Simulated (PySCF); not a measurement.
**C₂H₄BFO₂: electronic excitations and core binding energies**

Wanted: the electronic excitations and core binding energies of C₂H₄BFO₂ (`C=C(F)B(O)O`), by calculation.

Computed with PySCF 2.14.0, with density-fitted response routines of our own, on a single molecule in the gas phase. Atoms are numbered from 0 throughout.

### Step 1. The molecule as given

10 atoms, charge 0, multiplicity 1; geometry from: GFN2-xTB.

Bonds of the start (Å): C0–C1 1.33, C1–F2 1.36, C1–B3 1.58, B3–O4 1.35, B3–O5 1.35, C0–H6 1.07, C0–H7 1.08, O4–H8 0.96, O5–H9 0.96.

### Step 2. Excited states and response: wB97X-D/def2-SVPD

Job settings and geometry (Å):

```
{"job": {"kind": "uv", "xc": "wB97X-D", "basis": "def2-SVPD", "nstates": 8, "ntriplets": 3}, "charge": 0, "multiplicity": 1}
C      1.816550     0.024944    -0.196330
C      0.678074     0.608347     0.153546
F      0.745251     1.883073     0.625601
B     -0.761460    -0.036282     0.069755
O     -0.821054    -1.322652    -0.350846
O     -1.828663     0.711393     0.411087
H      1.801875    -0.980033    -0.571209
H      2.764801     0.528233    -0.114305
H     -1.689296    -1.724140    -0.408822
H     -2.697194     0.311771     0.358996
```

Method: TDDFT wB97X-D/def2-SVPD, vertical, gas phase, core orbitals frozen in the response.

Launch:

```bash
> OMP_NUM_THREADS=1 python probes_run.py task.json out
```

The driver reads the jobs from task.json and runs them one after another.

Log:

```text
coarse grid: 9000 points
cycle   1  E = -353.2845369364  dE =  9.002e-01  |g| = 8.994e-01  |ddm| = 4.465e+00
cycle   2  E = -353.2769850745  dE =  7.552e-03  |g| = 9.801e-01  |ddm| = 1.792e+00
cycle   3  E = -353.4396697627  dE = -1.627e-01  |g| = 5.447e-02  |ddm| = 8.605e-01
cycle   4  E = -353.4402806174  dE = -6.109e-04  |g| = 2.329e-02  |ddm| = 9.448e-02
cycle   5  E = -353.4403788964  dE = -9.828e-05  |g| = 1.219e-02  |ddm| = 4.234e-02
cycle   6  E = -353.4404049240  dE = -2.603e-05  |g| = 1.434e-03  |ddm| = 1.072e-02
cycle   7  E = -353.4404055761  dE = -6.521e-07  |g| = 5.534e-04  |ddm| = 3.832e-03
final grid: 89136 points
cycle   8  E = -353.4968565653  dE = -8.312e-05  |g| = 6.270e-03  |ddm| = 1.331e-01
cycle   9  E = -353.4968567401  dE = -1.748e-07  |g| = 7.064e-03  |ddm| = 1.957e-02
cycle  10  E = -353.4968646467  dE = -7.907e-06  |g| = 3.817e-04  |ddm| = 5.032e-03
cycle  11  E = -353.4968647154  dE = -6.871e-08  |g| = 2.864e-04  |ddm| = 2.147e-03
cycle  12  E = -353.4968647325  dE = -1.713e-08  |g| = 5.856e-05  |ddm| = 3.966e-04
cycle  13  E = -353.4968647336  dE = -1.106e-09  |g| = 1.860e-05  |ddm| = 1.401e-04
cycle  14  E = -353.4968647337  dE = -1.265e-10  |g| = 6.113e-06  |ddm| = 5.163e-05
converged SCF energy = -353.4968647337

Static polarisability (au): isotropic 47.457, principal 33.833 46.974 61.564

Singlet excitations
state   eV       nm        f      main configurations
  1   6.5412    189.5   0.31278   H->L+1 0.97
  2   7.0848    175.0   0.00888   H->L 0.85
  3   7.4575    166.3   0.00001   H-1->L+1 0.97
  4   8.0100    154.8   0.04913   H->L+3 0.50, H->L+2 0.25, H->L 0.09
  5   8.2066    151.1   0.00392   H-2->L 0.69, H->L+2 0.16
  6   8.3681    148.2   0.00065   H->L+4 0.23, H->L+2 0.22, H-2->L 0.18
  7   8.4287    147.1   0.00006   H-3->L+1 0.92
  8   8.5529    145.0   0.03016   H-2->L+1 0.69, H-3->L 0.26

Triplet excitations (Tamm-Dancoff, eV): 4.0147 6.8228 7.0699
```

Run time: 29 s. Hardware: 1 thread of Arm Neoverse V1, shared host; peak memory 0.68 GiB.

The orbitals next to the gap, with their largest atomic shares:

```tsv
orbital	eV	atoms
HOMO−3	-12.23	O5 44 %, O4 38 %, B3 6 %
HOMO−2	-11.87	O5 44 %, O4 42 %, B3 8 %
HOMO−1	-11.70	F2 36 %, C1 24 %, B3 15 %
HOMO	-9.42	C0 38 %, C1 32 %, F2 17 %
LUMO	1.09	B3 42 %, O4 17 %, O5 16 %
LUMO+1	1.17	C0 29 %, C1 26 %, B3 17 %
LUMO+2	2.71	O5 22 %, O4 20 %, C0 16 %
```

With each of the 8 states as a Gaussian band of 0.4 eV half-width at 1/e, the curve within the window shown has maxima at 189 nm (ε 13,000), 153 nm (ε 2,400) L/(mol cm). Beyond the last state computed it falls off for lack of states. The curve at chosen wavelengths:

| nm | ε (L/mol/cm) |
| --- | --- |
| 140 | 738 |
| 143 | 1318 |
| 145 | 1648 |
| 148 | 2030 |
| 151 | 2320 |
| 154 | 2372 |
| 156 | 2176 |
| 159 | 1600 |
| 162 | 975 |
| 164 | 677 |
| 167 | 509 |
| 170 | 732 |
| 173 | 1484 |
| 175 | 2394 |
| 178 | 4485 |
| 181 | 7284 |
| 184 | 10148 |
| 186 | 11643 |
| 189 | 12705 |
| 192 | 12131 |
| 194 | 10982 |
| 197 | 8599 |
| 200 | 6060 |
| 203 | 3880 |
| 205 | 2745 |
| 208 | 1527 |

Ground-state properties from the same run:

```tsv
property	computed
dipole moment (D)	3.66
polarisability (Å³)	7.03
HOMO–LUMO gap (eV)	10.51
−ε(HOMO) (eV)	9.42
```

### Step 3. Core-electron binding energies: SCAN, X2C

The job, as its differences from that of step 2:

```diff
@@ -1,2 +1,2 @@
-{"job": {"kind": "uv", "xc": "wB97X-D", "basis": "def2-SVPD", "nstates": 8, "ntriplets": 3}, "charge": 0, "multiplicity": 1}
+{"job": {"kind": "xps"}, "charge": 0, "multiplicity": 1}
 C      1.816550     0.024944    -0.196330
```

Level: delta-SCF UKS SCAN, pcX-2 on the ionised atom, pcseg-1 elsewhere, spin-free X2C.

Log:

```text
ground state, core basis on atom 0 (C), 135 functions
  cycle   1  E = -353.73105212  |g| = 9.17e-01
  cycle   2  E = -353.51871056  |g| = 1.41e+00
  cycle   3  E = -353.88276858  |g| = 1.30e-01
  cycle   4  E = -353.88655584  |g| = 3.96e-02
  cycle   5  E = -353.88684667  |g| = 2.16e-02
  cycle   6  E = -353.88694615  |g| = 5.79e-03
  cycle   7  E = -353.88695251  |g| = 3.56e-03
  cycle   8  E = -353.88695583  |g| = 8.79e-04
  cycle   9  E = -353.88695526  |g| = 2.50e-04
  E(ground) = -353.89522853 Eh
hole in C 1s of atom 0
  cycle   1  E = -342.65170241  |g| = 1.50e+00
  cycle   2  E = -341.92674339  |g| = 1.86e+00
  cycle   3  E = -343.09472610  |g| = 5.76e-01
  cycle   4  E = -343.16968623  |g| = 3.90e-01
  cycle   5  E = -343.21856220  |g| = 9.34e-02
  cycle   6  E = -343.22150533  |g| = 3.75e-02
  cycle   7  E = -343.22217008  |g| = 1.13e-02
  cycle   8  E = -343.22221340  |g| = 8.62e-03
  cycle   9  E = -343.22225749  |g| = 2.59e-03
  cycle  10  E = -343.22226809  |g| = 1.79e-03
  cycle  11  E = -343.22227111  |g| = 8.49e-04
  cycle  12  E = -343.22227180  |g| = 3.03e-04
  E(ion) = -343.22982910 Eh   <S^2> = 0.7882   hole on atom = 1.000   binding energy = 290.220 eV
ground state, core basis on atom 1 (C), 135 functions
  cycle   1  E = -353.88992246  |g| = 6.10e-02
  cycle   2  E = -353.88942202  |g| = 5.07e-02
  cycle   3  E = -353.88955401  |g| = 4.53e-02
  cycle   4  E = -353.89008097  |g| = 4.62e-03
  cycle   5  E = -353.89008484  |g| = 1.54e-03
  cycle   6  E = -353.89008586  |g| = 2.83e-04
  E(ground) = -353.89859502 Eh
hole in C 1s of atom 1
  cycle   1  E = -342.58651189  |g| = 1.50e+00
  cycle   2  E = -340.78507971  |g| = 2.30e+00
  cycle   3  E = -342.89326018  |g| = 7.69e-01
  cycle   4  E = -343.07472412  |g| = 4.30e-01
  cycle   5  E = -343.13999335  |g| = 1.50e-01
  cycle   6  E = -343.14646529  |g| = 7.10e-02
  cycle   7  E = -343.14838230  |g| = 1.82e-02
  cycle   8  E = -343.14856453  |g| = 1.23e-02
  cycle   9  E = -343.14866965  |g| = 5.95e-03
  cycle  10  E = -343.14871679  |g| = 4.45e-03
  cycle  11  E = -343.14874728  |g| = 2.13e-03
  cycle  12  E = -343.14875880  |g| = 1.61e-03
  cycle  13  E = -343.14876362  |g| = 5.02e-04
  cycle  14  E = -343.14876497  |g| = 2.01e-04
  E(ion) = -343.15614177 Eh   <S^2> = 0.8203   hole on atom = 1.000   binding energy = 292.317 eV
ground state, core basis on atom 2 (F), 135 functions
  cycle   1  E = -353.93100646  |g| = 1.18e-01
  cycle   2  E = -353.93001852  |g| = 8.05e-02
  cycle   3  E = -353.92969568  |g| = 8.60e-02
  cycle   4  E = -353.93123271  |g| = 1.02e-02
  cycle   5  E = -353.93125778  |g| = 7.02e-04
  cycle   6  E = -353.93125840  |g| = 2.96e-04
  E(ground) = -353.94111400 Eh
hole in F 1s of atom 2
  cycle   1  E = -327.58792965  |g| = 2.58e+00
  cycle   2  E = -327.33983452  |g| = 2.23e+00
  cycle   3  E = -328.28108724  |g| = 6.26e-01
  cycle   4  E = -328.31959885  |g| = 5.42e-01
  cycle   5  E = -328.48127452  |g| = 4.95e-02
  cycle   6  E = -328.48185977  |g| = 3.39e-02
  cycle   7  E = -328.48226966  |g| = 1.53e-02
  cycle   8  E = -328.48236511  |g| = 3.96e-03
  cycle   9  E = -328.48237396  |g| = 1.37e-03
  cycle  10  E = -328.48237553  |g| = 9.85e-04
  cycle  11  E = -328.48237747  |g| = 6.85e-04
  cycle  12  E = -328.48238064  |g| = 4.49e-04
  E(ion) = -328.49841293 Eh   <S^2> = 0.7581   hole on atom = 1.000   binding energy = 692.331 eV
ground state, core basis on atom 3 (B), 135 functions
  cycle   1  E = -353.88395619  |g| = 8.71e-02
  cycle   2  E = -353.88214350  |g| = 1.29e-01
  cycle   3  E = -353.88483912  |g| = 1.98e-02
  cycle   4  E = -353.88487517  |g| = 1.23e-02
  cycle   5  E = -353.88491314  |g| = 4.13e-03
  cycle   6  E = -353.88491582  |g| = 4.00e-04
  E(ground) = -353.89295219 Eh
hole in B 1s of atom 3
  cycle   1  E = -346.23285430  |g| = 1.18e+00
  cycle   2  E = -344.82125933  |g| = 1.88e+00
  cycle   3  E = -346.45966329  |g| = 5.67e-01
  cycle   4  E = -346.59405554  |g| = 2.60e-01
  cycle   5  E = -346.61462932  |g| = 1.18e-01
  cycle   6  E = -346.61969696  |g| = 4.89e-02
  cycle   7  E = -346.62076224  |g| = 2.37e-02
  cycle   8  E = -346.62104155  |g| = 6.28e-03
  cycle   9  E = -346.62107605  |g| = 4.24e-03
  cycle  10  E = -346.62108963  |g| = 2.97e-03
  cycle  11  E = -346.62110656  |g| = 1.73e-03
  cycle  12  E = -346.62111593  |g| = 1.26e-03
  cycle  13  E = -346.62111944  |g| = 9.26e-04
  cycle  14  E = -346.62112233  |g| = 7.01e-04
  cycle  15  E = -346.62112417  |g| = 2.70e-04
  E(ion) = -346.62942396 Eh   <S^2> = 0.7944   hole on atom = 1.000   binding energy = 197.651 eV
ground state, core basis on atom 4 (O), 135 functions
  cycle   1  E = -353.91517775  |g| = 1.00e-01
  cycle   2  E = -353.91440454  |g| = 7.95e-02
  cycle   3  E = -353.91489910  |g| = 5.81e-02
  cycle   4  E = -353.91546766  |g| = 7.45e-03
  cycle   5  E = -353.91547805  |g| = 1.22e-03
  cycle   6  E = -353.91547954  |g| = 5.95e-04
  cycle   7  E = -353.91547945  |g| = 1.13e-04
  E(ground) = -353.92015595 Eh
hole in O 1s of atom 4
  cycle   1  E = -333.28584952  |g| = 2.22e+00
  cycle   2  E = -331.12425947  |g| = 2.59e+00
  cycle   3  E = -333.72327435  |g| = 9.21e-01
  cycle   4  E = -334.03378141  |g| = 3.80e-01
  cycle   5  E = -334.05633277  |g| = 2.49e-01
  cycle   6  E = -334.08004398  |g| = 9.25e-02
  cycle   7  E = -334.08436135  |g| = 3.79e-02
  cycle   8  E = -334.08510995  |g| = 7.99e-03
  cycle   9  E = -334.08513881  |g| = 3.08e-03
  cycle  10  E = -334.08514211  |g| = 1.64e-03
  cycle  11  E = -334.08514247  |g| = 6.08e-04
  cycle  12  E = -334.08514252  |g| = 1.41e-04
  E(ion) = -334.09111381 Eh   <S^2> = 0.7610   hole on atom = 1.000   binding energy = 539.576 eV
```

Wall time 38 s (1 thread of Arm Neoverse V1, shared host); peak memory 0.44 GiB.

The holes in one table. −ε is the ground-state orbital energy:

```tsv
hole	stands for	environment	ΔSCF (eV)	−ε (eV)	⟨S²⟩
C1s on C0	C0	terminal =CH2 carbon	290.22	273.4	0.788
C1s on C1	C1	fully substituted alkene carbon	292.32	275.2	0.820
F1s on F2	F2	vinylic fluorine	692.33	666.4	0.758
B1s on B3	B3	boron bonded to C, 2 O	197.65	181.3	0.794
O1s on O4	O4, O5	oxygen bonded to B, H	539.58	517.3	0.761
```

Each hole run stands for the others of its class of like atoms.

### Step 4. Results

| quantity | value |
| --- | --- |
| lowest singlet (wB97X-D/def2-SVPD) | 6.54 eV (190 nm), f = 0.313 |
| lowest triplet | 4.01 eV |
| C1s binding energies, SCAN/pcX-2 | C1 292.32, C0 290.22 eV |
| F1s binding energies, SCAN/pcX-2 | F2 692.33 eV |
| B1s binding energies, SCAN/pcX-2 | B3 197.65 eV |
| O1s binding energies, SCAN/pcX-2 | O4 539.58 eV |

**Reading.** The first singlet state (HOMO→LUMO+1 0.97) lies at 6.54 eV and is bright. The lowest triplet lies 2.53 eV below the lowest singlet (triplets in Tamm-Dancoff, singlets in full TDDFT). C1 (fully substituted alkene carbon) binds its C1s electron 2.10 eV more tightly than C0 (terminal =CH2 carbon).
